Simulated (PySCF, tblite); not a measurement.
# C3H12AlN: dynamics, then NMR shifts on frames, part 2 of 2

tblite 0.8.0 and PySCF 2.14.0. Atoms count from 0. Earlier steps stand in the parts before.

### Step 5. Nuclear shieldings: 625 fs, PBE0/pcSseg-1

What the job is given:

```
{"job": {"kind": "nmr", "xc": "PBE0", "basis": "pcSseg-1", "pop": false}, "charge": 0, "multiplicity": 1}
C     -1.270300     0.261700     1.757000
N     -0.497700     0.195500     0.466400
C      0.305200    -0.961900     0.385500
C     -1.382800     0.355700    -0.692300
Al     0.737400     2.051700     0.353100
H     -1.854800    -0.648400     1.864200
H     -1.968600     1.016600     1.643400
H     -0.503300     0.423700     2.576200
H      0.923300    -0.844700    -0.501900
H     -0.376900    -1.860000     0.242000
H      0.940500    -1.051800     1.208600
H     -2.076100    -0.551100    -0.795100
H     -1.936300     1.257700    -0.477600
H     -0.775500     0.573300    -1.553300
H      2.095100     1.309000     0.764300
H      0.532100     2.768000    -1.098600
H      0.061500     2.697100     1.646100
```

With the program's defaults for keys left out, this is: GIAO PBE0/pcSseg-1 NMR shielding, non-relativistic, gas phase.

The log of the run:

```text
coarse grid: 13384 points
cycle   1  E = -418.2722687939  dE =  9.504e-02  |g| = 2.747e-01  |ddm| = 3.284e+00
cycle   2  E = -418.2835904825  dE = -1.132e-02  |g| = 2.247e-01  |ddm| = 4.852e-01
cycle   3  E = -418.2949581056  dE = -1.137e-02  |g| = 4.579e-02  |ddm| = 1.712e-01
cycle   4  E = -418.2953304204  dE = -3.723e-04  |g| = 1.777e-02  |ddm| = 3.993e-02
cycle   5  E = -418.2953914716  dE = -6.105e-05  |g| = 5.394e-03  |ddm| = 1.787e-02
cycle   6  E = -418.2953984045  dE = -6.933e-06  |g| = 8.219e-04  |ddm| = 5.212e-03
final grid: 120976 points
cycle   7  E = -418.3231092782  dE = -3.155e-05  |g| = 7.545e-03  |ddm| = 2.428e-02
cycle   8  E = -418.3231053204  dE =  3.958e-06  |g| = 8.508e-03  |ddm| = 1.258e-02
cycle   9  E = -418.3231235732  dE = -1.825e-05  |g| = 1.016e-03  |ddm| = 7.190e-03
cycle  10  E = -418.3231237764  dE = -2.032e-07  |g| = 1.571e-04  |ddm| = 7.418e-04
cycle  11  E = -418.3231237811  dE = -4.744e-09  |g| = 2.292e-05  |ddm| = 1.208e-04
cycle  12  E = -418.3231237812  dE = -9.993e-11  |g| = 7.515e-06  |ddm| = 2.668e-05
converged SCF energy = -418.3231237812

GIAO shielding tensors (ppm)
atom      isotropic    diamagn.    paramagn.     s11        s22        s33       span
  0 C      129.192     248.716    -119.524    101.071    110.609    175.895     74.824
  1 N      222.527     322.642    -100.114    199.360    223.665    244.557     45.196
  2 C      138.055     250.022    -111.966    110.407    128.754    175.005     64.598
  3 C      131.600     250.222    -118.622    108.180    112.781    173.839     65.659
  4 Al     388.117     795.416    -407.299    353.359    372.279    438.713     85.354
  5 H       29.824      30.712      -0.888     26.919     27.724     34.829      7.910
  6 H       30.334      32.610      -2.275     26.630     28.361     36.012      9.382
  7 H       27.399      28.909      -1.510     23.186     25.680     33.331     10.145
  8 H       29.007      32.484      -3.477     24.452     27.228     35.341     10.889
  9 H       29.032      30.849      -1.817     25.341     26.756     34.998      9.658
 10 H       29.791      33.151      -3.360     25.937     27.488     35.947     10.010
 11 H       28.422      29.674      -1.252     25.173     26.033     34.060      8.887
 12 H       29.052      32.163      -3.110     25.205     27.239     34.713      9.508
 13 H       28.717      32.155      -3.438     24.103     27.568     34.480     10.377
 14 H       27.087      30.523      -3.436     23.854     26.624     30.782      6.927
 15 H       26.625      29.503      -2.878     23.578     25.866     30.432      6.854
 16 H       27.110      30.504      -3.394     23.769     26.921     30.640      6.871
```

Wall time 14 s (1 thread of AMD EPYC 7B13, shared host); peak memory 0.78 GiB.

This run: δ C0 57.7, C3 55.3, C2 48.9, N1 45.2, H15 5.09, H14 4.63 ppm.

### Step 6. Nuclear shieldings: 800 fs, PBE0/pcSseg-1

What the job is given:

```
{"job": {"kind": "nmr", "xc": "PBE0", "basis": "pcSseg-1", "pop": false}, "charge": 0, "multiplicity": 1}
C     -1.357500     0.383200     1.955800
N     -0.860500     0.320900     0.646800
C     -0.027200    -0.890300     0.581100
C     -1.880100     0.438700    -0.394500
Al     0.680000     1.823800     0.518700
H     -2.109600    -0.430300     2.253300
H     -1.823900     1.343900     2.204500
H     -0.559900     0.236500     2.724000
H      0.337600    -0.982600    -0.433500
H     -0.635700    -1.777100     0.829900
H      0.831900    -0.719100     1.227200
H     -2.361900    -0.485600    -0.721000
H     -2.692100     1.158600     0.081500
H     -1.457200     1.044600    -1.257200
H      1.457800     1.200000     1.685600
H      1.227400     1.755200    -1.014100
H     -0.398000     3.022200     0.614300
```

With the program's defaults for keys left out, this is: GIAO PBE0/pcSseg-1 NMR shielding, non-relativistic, gas phase.

The log of the run:

```text
coarse grid: 13384 points
cycle   1  E = -418.2729685130  dE =  1.015e-01  |g| = 2.539e-01  |ddm| = 3.278e+00
cycle   2  E = -418.2844549734  dE = -1.149e-02  |g| = 1.925e-01  |ddm| = 4.685e-01
cycle   3  E = -418.2928113643  dE = -8.356e-03  |g| = 4.348e-02  |ddm| = 1.577e-01
cycle   4  E = -418.2931984631  dE = -3.871e-04  |g| = 1.164e-02  |ddm| = 3.716e-02
cycle   5  E = -418.2932223801  dE = -2.392e-05  |g| = 4.740e-03  |ddm| = 1.359e-02
cycle   6  E = -418.2932274374  dE = -5.057e-06  |g| = 1.100e-03  |ddm| = 4.807e-03
final grid: 120976 points
cycle   7  E = -418.3205273211  dE = -2.501e-05  |g| = 7.392e-03  |ddm| = 2.414e-02
cycle   8  E = -418.3205201782  dE =  7.143e-06  |g| = 9.154e-03  |ddm| = 1.358e-02
cycle   9  E = -418.3205413029  dE = -2.112e-05  |g| = 1.003e-03  |ddm| = 7.890e-03
cycle  10  E = -418.3205414964  dE = -1.935e-07  |g| = 1.595e-04  |ddm| = 6.799e-04
cycle  11  E = -418.3205415013  dE = -4.858e-09  |g| = 2.463e-05  |ddm| = 1.267e-04
cycle  12  E = -418.3205415014  dE = -1.222e-10  |g| = 5.055e-06  |ddm| = 3.242e-05
converged SCF energy = -418.3205415014

GIAO shielding tensors (ppm)
atom      isotropic    diamagn.    paramagn.     s11        s22        s33       span
  0 C      137.244     243.723    -106.479    108.555    121.073    182.103     73.548
  1 N      235.758     321.682     -85.925    204.189    245.894    257.190     53.001
  2 C      135.580     252.502    -116.922    108.353    115.816    182.570     74.218
  3 C      135.519     245.420    -109.901    108.477    118.510    179.570     71.093
  4 Al     390.611     795.890    -405.279    347.820    388.469    435.544     87.724
  5 H       28.523      27.506       1.016     25.044     25.807     34.717      9.673
  6 H       28.775      28.997      -0.222     24.565     26.453     35.306     10.741
  7 H       28.431      28.910      -0.479     24.364     26.332     34.597     10.233
  8 H       29.038      33.259      -4.221     25.486     26.667     34.960      9.475
  9 H       29.336      31.800      -2.464     25.905     26.832     35.271      9.366
 10 H       27.914      32.769      -4.855     23.098     27.810     32.835      9.736
 11 H       29.018      29.548      -0.530     25.514     26.439     35.100      9.586
 12 H       27.195      27.543      -0.347     23.227     25.280     33.080      9.854
 13 H       27.091      29.000      -1.909     21.953     26.034     33.285     11.333
 14 H       27.871      31.843      -3.972     24.253     27.683     31.677      7.423
 15 H       26.687      30.086      -3.399     23.778     25.545     30.737      6.959
 16 H       26.982      30.621      -3.638     23.762     26.336     30.850      7.088
```

It took 13 s on 1 thread of AMD EPYC 7B13, shared host; peak memory 0.78 GiB.

This run: δ C3 51.4, C2 51.3, C0 49.7, N1 32.0, H15 5.03, H16 4.73 ppm.

### Step 7. NMR shieldings: 1000 fs, PBE0/pcSseg-1

What the job is given:

```
{"job": {"kind": "nmr", "xc": "PBE0", "basis": "pcSseg-1", "pop": false}, "charge": 0, "multiplicity": 1}
C     -1.307800     1.210400     2.066300
N     -1.118900     0.763500     0.725300
C     -0.480500    -0.573800     0.604300
C     -2.284100     0.698000    -0.128300
Al     0.331900     2.217300     0.241500
H     -1.935400     0.502300     2.551600
H     -1.737100     2.215700     2.106900
H     -0.290700     1.303200     2.565100
H     -0.219800    -0.914700    -0.410100
H     -1.135700    -1.267500     1.109700
H      0.510800    -0.609000     1.056300
H     -2.819800    -0.265300    -0.004600
H     -2.944700     1.514300     0.020600
H     -2.024700     0.639500    -1.232800
H      1.304800     2.074400     1.482300
H      0.917400     2.072300    -1.221600
H     -0.776100     3.338100     0.396700
```

Level: GIAO PBE0/pcSseg-1 NMR shielding, non-relativistic, gas phase.

The log of the run:

```text
coarse grid: 13384 points
cycle   1  E = -418.2701248748  dE =  1.803e-01  |g| = 2.706e-01  |ddm| = 3.295e+00
cycle   2  E = -418.2821517862  dE = -1.203e-02  |g| = 2.202e-01  |ddm| = 4.984e-01
cycle   3  E = -418.2923670334  dE = -1.022e-02  |g| = 5.265e-02  |ddm| = 1.622e-01
cycle   4  E = -418.2928546111  dE = -4.876e-04  |g| = 1.785e-02  |ddm| = 4.532e-02
cycle   5  E = -418.2929196100  dE = -6.500e-05  |g| = 5.017e-03  |ddm| = 1.849e-02
cycle   6  E = -418.2929258490  dE = -6.239e-06  |g| = 8.812e-04  |ddm| = 5.080e-03
final grid: 120976 points
cycle   7  E = -418.3205865611  dE = -2.995e-05  |g| = 7.664e-03  |ddm| = 2.330e-02
cycle   8  E = -418.3205820669  dE =  4.494e-06  |g| = 8.731e-03  |ddm| = 1.296e-02
cycle   9  E = -418.3206015010  dE = -1.943e-05  |g| = 9.107e-04  |ddm| = 7.315e-03
cycle  10  E = -418.3206016618  dE = -1.608e-07  |g| = 1.843e-04  |ddm| = 6.754e-04
cycle  11  E = -418.3206016681  dE = -6.264e-09  |g| = 3.122e-05  |ddm| = 1.279e-04
cycle  12  E = -418.3206016683  dE = -1.876e-10  |g| = 1.060e-05  |ddm| = 3.756e-05
converged SCF energy = -418.3206016683

GIAO shielding tensors (ppm)
atom      isotropic    diamagn.    paramagn.     s11        s22        s33       span
  0 C      144.067     246.406    -102.339    119.479    128.930    183.793     64.314
  1 N      236.768     323.631     -86.862    198.128    240.808    271.368     73.240
  2 C      137.009     252.179    -115.170    104.828    116.710    189.490     84.662
  3 C      140.340     245.815    -105.475    113.512    118.887    188.623     75.111
  4 Al     398.434     795.721    -397.286    350.004    401.442    443.857     93.853
  5 H       30.557      29.607       0.950     26.318     27.983     37.369     11.051
  6 H       28.034      29.321      -1.286     24.151     26.573     33.379      9.228
  7 H       26.632      28.211      -1.579     21.700     26.082     32.114     10.414
  8 H       28.503      32.786      -4.283     25.139     25.722     34.647      9.508
  9 H       29.895      33.114      -3.219     26.258     27.193     36.233      9.975
 10 H       28.944      32.809      -3.865     24.674     26.710     35.449     10.775
 11 H       29.367      29.430      -0.063     25.912     26.893     35.295      9.384
 12 H       29.843      29.907      -0.064     25.516     26.925     37.086     11.570
 13 H       27.863      29.235      -1.372     23.555     25.631     34.404     10.848
 14 H       27.312      30.854      -3.543     23.863     26.744     31.329      7.466
 15 H       27.137      30.201      -3.064     23.834     25.685     31.891      8.058
 16 H       27.547      31.537      -3.990     24.185     26.932     31.525      7.340
```

Run time: 13 s. Hardware: 1 thread of AMD EPYC 7B13, shared host; peak memory 0.78 GiB.

Key values: δ C2 49.9, C3 46.6, C0 42.9, N1 31.0, H7 5.09, H15 4.58 ppm.

### Step 8. Run by run: NMR shifts

Shifts (ppm) of some atoms, chosen among heavy atoms and hydrogens apart, with basis size and wall time:

| frame | C2 | C0 | C3 | H12 | H13 | N1 | Al4 | functions | time |
| --- | --- | --- | --- | --- | --- | --- | --- | --- | --- |
| 250 fs | 58.8 | 51.3 | 46.7 | 3.34 | 2.02 | 39.0 | 76.9 | 152 | 17 s |
| 425 fs | 53.3 | 46.3 | 58.0 | 2.38 | 3.25 | 35.6 | 102.3 | 152 | 13 s |
| 625 fs | 48.9 | 57.7 | 55.3 | 2.66 | 3.00 | 45.2 | 101.8 | 152 | 14 s |
| 800 fs | 51.3 | 49.7 | 51.4 | 4.52 | 4.63 | 32.0 | 99.4 | 152 | 13 s |
| 1000 fs | 49.9 | 42.9 | 46.6 | 1.87 | 3.85 | 31.0 | 91.5 | 152 | 13 s |

### Step 9. Summary of results

This closing draws on all 2 parts.

| quantity | value |
| --- | --- |
| thermostat | 300 K |
| mean temperature, second half | 300 K |
| mean potential energy above the minimum | 0.62 eV |
| ¹³C shifts against TMS (PBE0/pcSseg-1, 250 fs) | 58.8, 51.3, 46.7 ppm |
| ¹H shifts against TMS (PBE0/pcSseg-1, 250 fs) | 4.58, 4.50, 4.40, 3.82, 3.70, 3.61, 3.34, 3.06, 2.75, 2.32, 2.02, 0.86 ppm |
| ¹⁵N shifts against NH3 (PBE0/pcSseg-1, 250 fs) | 39.0 ppm |
| ²⁷Al shifts against AlH4- (PBE0/pcSseg-1, 250 fs) | 76.9 ppm |
| range of the shift of Al4 | 76.9 to 102.3 ppm |

What this shows: In the second half the potential energy averages 0.62 eV above the minimum; equipartition over 45 harmonic modes at 300 K would give 0.58 eV. With 17 atoms the temperature swings widely (175 to 439 K). Shifts at one fixed geometry are not the observed spectrum, which averages over the motion. In the first frame run (250 fs): The largest span, 86 ppm, is at C3, where the paramagnetic term is -106 ppm. In ppm, Al4 moves most: its shift spreads over 25.4 ppm, from 76.9 (250 fs) to 102.3 (425 fs).
